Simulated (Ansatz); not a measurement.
# Br2FH: the cost of one run

Method: the levels named in each step, in Ansatz 0.2.0.

### 1 The structure to begin with

Bond lengths: Br1–Br2 2.271 Å, F3–H4 0.934 Å.

Coordinates:

```xyz
4

Br    0.0000    0.0000   -0.9745
Br    0.0000    0.0000   -3.2459
F     0.0000    0.0000    2.5774
H     0.0000    0.0000    1.6430
```

### 2 A rough first relaxation, PBE-D4/def2-SVP

input.yaml

```yaml
crystal:
  periodic: [false, false, false]
  atoms:
    - { symbol: Br, position_ang: [0.0, 0.0, -0.9745] }
    - { symbol: Br, position_ang: [0.0, 0.0, -3.24587] }
    - { symbol: F, position_ang: [0.0, 0.0, 2.57739] }
    - { symbol: H, position_ang: [0.0, 0.0, 1.64298] }
basis:
  gaussian: { orbitals: def2-SVP }
hamiltonian:
  xc: pbe
  dispersion: d4
relax:
  f_tol: 0.03
  max_steps: 200
```

Launch:

```bash
$ ansatz run input.yaml --threads 2 --pin off --max-ram 5120MiB --backend cpu --events-out ev --progress --plain --runs-dir out
```

**Question.** How long does this run take on 2 threads of Arm Neoverse V1, shared host, and how much memory does it need?

About 6.8 s, with a peak of 0.13 GiB.
